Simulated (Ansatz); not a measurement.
TiNi:

```
Ni Ti
1.0
     4.08604    0.00000    0.00000
     0.00000    2.85620    0.00000
     0.00000    0.00000    4.58676
Ni Ti
2 2
Direct
  0.75000 0.00000 0.82097
  0.25000 0.00000 0.17903
  0.75000 0.50000 0.27441
  0.25000 0.50000 0.72559
```

The cell comes from a database or a generator and needn't be the stable form of this composition.

Base run:

| Item | Value |
| --- | --- |
| Program | Ansatz 0.2.0 |
| Functional | PBEsol |
| Potentials or basis | all-electron LAPW, scalar-relativistic |
| Cutoff | 272 eV (chosen from the basis error) |
| Basis error allowed | 0.002 eV/atom |
| k mesh | 7 × 9 × 6 |
| Occupations | fermi-dirac, width 0.05 eV |
| Spin | collinear spin, ferromagnetic start |
| Starting moments | [1.0, 1.0, 1.0, 1.0] μB |

Its results: pressure -2.9 GPa; net moment 0.00 μB per cell; largest force 0.080 eV/Å.

Q: The run is repeated on the same cell with these changes: functional from PBEsol to LDA. What comes out?

A: Pressure -8.5 GPa; net moment 0.00 μB per cell; largest force 0.106 eV/Å.

LDA binds more tightly than PBEsol, so the same cell stands under less pressure.

Caveats: the starting moments weren't kept.
